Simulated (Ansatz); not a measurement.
# CH12O12Si3Sn: basis-set convergence

An exercise on one series of results from a longer session: the logs are not shown, and one member is left open.

Computed with Ansatz 0.2.0, Gaussian basis. Level: one geometry, several basis sets.

Levels to be run: PBE0-D4/def2-SVP; ωB97M-V/def2-SVP; PBE0-D4/def2-QZVPP; ωB97M-V/def2-QZVPP; the functionals' def2-TZVPP values are taken from earlier runs.

### The relaxed structure

An earlier PBE0-D4 in a triple-zeta def2 set relaxation fixed the geometry. Sn takes the def2 core potential; no spin-orbit term is included.

SMILES `[CH3][Sn]([O][Si](O)(O)O)([O][Si](O)(O)O)[O][Si](O)(O)O`, 29 atoms, charge 0, spin multiplicity 1.

Atoms are counted from 1 here; the program's logs count them from 0.

Bond lengths: C1–Sn2 2.097 Å, C1–H18 1.088 Å, C1–H19 1.088 Å, C1–H20 1.088 Å, Sn2–O3 1.969 Å, Sn2–O8 1.958 Å, Sn2–O13 1.948 Å, O3–Si4 1.629 Å, Si4–O5 1.626 Å, Si4–O6 1.646 Å, Si4–O7 1.624 Å, O5–H21 0.958 Å, O6–H22 0.958 Å, O7–H23 0.971 Å, O8–Si9 1.614 Å, Si9–O10 1.654 Å, Si9–O11 1.620 Å, Si9–O12 1.646 Å and more. Angles: Sn2–C1–H18 107.8°, Sn2–C1–H19 108.4°, Sn2–C1–H20 108.5°, H18–C1–H19 111.0°, H18–C1–H20 109.9°, H19–C1–H20 111.1°, C1–Sn2–O3 121.1°, C1–Sn2–O8 116.6°, C1–Sn2–O13 113.7°, O3–Sn2–O8 97.8°, O3–Sn2–O13 100.4°, O8–Sn2–O13 104.4°, Sn2–O3–Si4 120.6°, O3–Si4–O5 112.7°, O3–Si4–O6 101.7°, O3–Si4–O7 112.8°, O5–Si4–O6 109.4°, O5–Si4–O7 106.6° and more.

Set-up of the first run:

in.yaml reads:

```yaml
crystal:
  periodic: [false, false, false]
  atoms:
    - {symbol: C, position_ang: [-3.215704, 0.062345, 0.323639]}
    - {symbol: Sn, position_ang: [-1.121005, 0.138538, 0.376876]}
    - {symbol: O, position_ang: [-0.158197, 1.843139, 0.161810]}
    - {symbol: Si, position_ang: [-0.362091, 2.747377, -1.178298]}
    - {symbol: O, position_ang: [-0.478522, 4.336141, -0.852634]}
    - {symbol: O, position_ang: [-1.808781, 2.195013, -1.737179]}
    - {symbol: O, position_ang: [0.851795, 2.578663, -2.243161]}
    - {symbol: O, position_ang: [-0.172196, -0.879716, -1.000323]}
    - {symbol: Si, position_ang: [1.422064, -0.849124, -1.249839]}
    - {symbol: O, position_ang: [2.169875, 0.017307, -0.055714]}
    - {symbol: O, position_ang: [2.137012, -2.302067, -1.289447]}
    - {symbol: O, position_ang: [1.651184, -0.124827, -2.710051]}
    - {symbol: O, position_ang: [-0.357863, -0.488419, 2.055932]}
    - {symbol: Si, position_ang: [0.288792, -1.927386, 2.422166]}
    - {symbol: O, position_ang: [0.345321, -2.203945, 4.029047]}
    - {symbol: O, position_ang: [-0.703220, -3.055997, 1.777369]}
    - {symbol: O, position_ang: [1.803643, -2.035342, 1.803899]}
    - {symbol: H, position_ang: [-3.512110, -0.241479, -0.678126]}
    - {symbol: H, position_ang: [-3.553080, -0.658812, 1.065635]}
    - {symbol: H, position_ang: [-3.603773, 1.055769, 0.539209]}
    - {symbol: H, position_ang: [0.314760, 4.855880, -0.987566]}
    - {symbol: H, position_ang: [-2.104115, 2.500154, -2.595793]}
    - {symbol: H, position_ang: [1.117417, 1.687615, -2.523789]}
    - {symbol: H, position_ang: [1.765765, 0.872340, 0.146392]}
    - {symbol: H, position_ang: [2.146756, -2.770174, -0.447454]}
    - {symbol: H, position_ang: [2.509751, -0.261365, -3.116102]}
    - {symbol: H, position_ang: [1.138972, -1.915650, 4.481204]}
    - {symbol: H, position_ang: [-0.632998, -3.949823, 2.113304]}
    - {symbol: H, position_ang: [2.120537, -1.226173, 1.368995]}
basis:
  gaussian: {orbitals: def2-SVP}
hamiltonian: {xc: pbe0, dispersion: d4}
output: {orbitals: {seedname: orbitals}}
```

Started as:

```
> ansatz run in.yaml --threads 11 --pin off --events-out ev --progress --plain --max-ram 110592MiB --backend cpu
```

Steps of the session up to this table: PBE0-D4 in def2-SVP; ωB97M-V in def2-SVP; PBE0-D4 in def2-QZVPP; ωB97M-V in def2-QZVPP.

One table of the session follows, with a row left open; its other results are not shown here.

It belongs to the step «Density functionals: the series». 

| functional | basis | HOMO (eV) |
| --- | --- | --- |
| PBE0-D4 | def2-SVP | -8.56 |
| PBE0-D4 | def2-TZVPP | -8.78 |
| PBE0-D4 | def2-QZVPP | ? |
| ωB97M-V | def2-SVP | -10.98 |
| ωB97M-V | def2-TZVPP | -11.20 |
| ωB97M-V | def2-QZVPP | -11.25 |

Q: Estimate the row for PBE0-D4, def2-QZVPP from the others.

As computed: HOMO (eV): -8.84. In the column «HOMO (eV)» it lies between ωB97M-V, def2-SVP (-10.98) and PBE0-D4, def2-TZVPP (-8.78).
